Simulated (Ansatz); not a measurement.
# C₄H₉F₃Ge: basis-set convergence

How large a basis does C₄H₉F₃Ge need? Two functionals are run in growing sets.

Computed with Ansatz 0.2.0, Gaussian basis. Level: one geometry, several basis sets.

The runs, in order: PBE0-D4/def2-SVP; ωB97M-V/def2-SVP; PBE0-D4/def2-QZVPP; ωB97M-V/def2-QZVPP; the functionals' def2-TZVPP values are taken from earlier runs.

## (1) The relaxed structure

The geometry comes from an earlier relaxation with PBE0-D4 in a triple-zeta def2 set; it is a stationary point, not always the lowest conformer.

17 atoms, charge 0, spin multiplicity 1.

Atoms are counted from 1 here; the program's logs count them from 0.

Bond lengths: C1–C2 1.526 Å, C1–H9 1.095 Å, C1–H10 1.092 Å, C1–H11 1.092 Å, C2–C3 1.526 Å, C2–C4 1.526 Å, C2–Ge5 1.948 Å, C3–H12 1.092 Å, C3–H13 1.095 Å, C3–H14 1.092 Å, C4–H15 1.095 Å, C4–H16 1.092 Å, C4–H17 1.092 Å, Ge5–F6 1.719 Å, Ge5–F7 1.719 Å, Ge5–F8 1.719 Å. Angles: C2–C1–H9 109.0°, C2–C1–H10 112.0°, C2–C1–H11 112.0°, H9–C1–H10 107.7°, H9–C1–H11 107.7°, H10–C1–H11 108.3°, C1–C2–C3 110.8°, C1–C2–C4 110.8°, C1–C2–Ge5 108.1°, C3–C2–C4 110.8°, C3–C2–Ge5 108.1°, C4–C2–Ge5 108.1°, C2–C3–H12 112.0°, C2–C3–H13 109.0°, C2–C3–H14 112.0°, H12–C3–H13 107.7°, H12–C3–H14 108.3°, H13–C3–H14 107.7° and more.

## (2) PBE0-D4 in def2-SVP

Input file in.yaml:

```yaml
crystal:
  periodic: [false, false, false]
  atoms:
    - {symbol: C, position_ang: [1.339924, 0.851265, -0.012406]}
    - {symbol: C, position_ang: [0.115098, -0.050027, 0.120025]}
    - {symbol: C, position_ang: [0.479062, -1.505451, -0.161522]}
    - {symbol: C, position_ang: [-0.517745, 0.093794, 1.501624]}
    - {symbol: Ge, position_ang: [-1.195828, 0.512982, -1.206960]}
    - {symbol: F, position_ang: [-1.723463, 2.137118, -1.006992]}
    - {symbol: F, position_ang: [-2.634566, -0.428351, -1.195893]}
    - {symbol: F, position_ang: [-0.618516, 0.426984, -2.824221]}
    - {symbol: H, position_ang: [2.087752, 0.546794, 0.727595]}
    - {symbol: H, position_ang: [1.097136, 1.900220, 0.172518]}
    - {symbol: H, position_ang: [1.799005, 0.773998, -1.000649]}
    - {symbol: H, position_ang: [-0.388341, -2.165226, -0.086377]}
    - {symbol: H, position_ang: [1.215926, -1.837662, 0.577545]}
    - {symbol: H, position_ang: [0.921788, -1.631543, -1.152246]}
    - {symbol: H, position_ang: [0.208110, -0.218471, 2.260031]}
    - {symbol: H, position_ang: [-1.404871, -0.534116, 1.611991]}
    - {symbol: H, position_ang: [-0.799471, 1.127193, 1.716239]}
basis:
  gaussian: {orbitals: def2-SVP}
hamiltonian: {xc: pbe0, dispersion: d4}
output: {orbitals: {seedname: orbitals}}
```

Further steps of the session: ωB97M-V in def2-SVP; PBE0-D4 in def2-QZVPP; ωB97M-V in def2-QZVPP.

Q: Predict the results of all the runs planned. Wanted: PBE0-D4: double and triple zeta above quadruple; ωB97M-V: double and triple zeta above quadruple.

**Answer**, as computed:

| quantity | value |
| --- | --- |
| PBE0-D4: double and triple zeta above quadruple | 24.06, 1.94 eV |
| ωB97M-V: double and triple zeta above quadruple | 24.47, 1.87 eV |

What this shows: For PBE0-D4 the step from double to triple zeta gains 22.11 eV and the next only 1.94 eV. Total energies overstate the basis error of differences, where much of it tends to cancel. The LUMO of ωB97M-V is positive and keeps falling with the basis (2.08 to 1.30 eV): an unbound level that the basis holds in place.
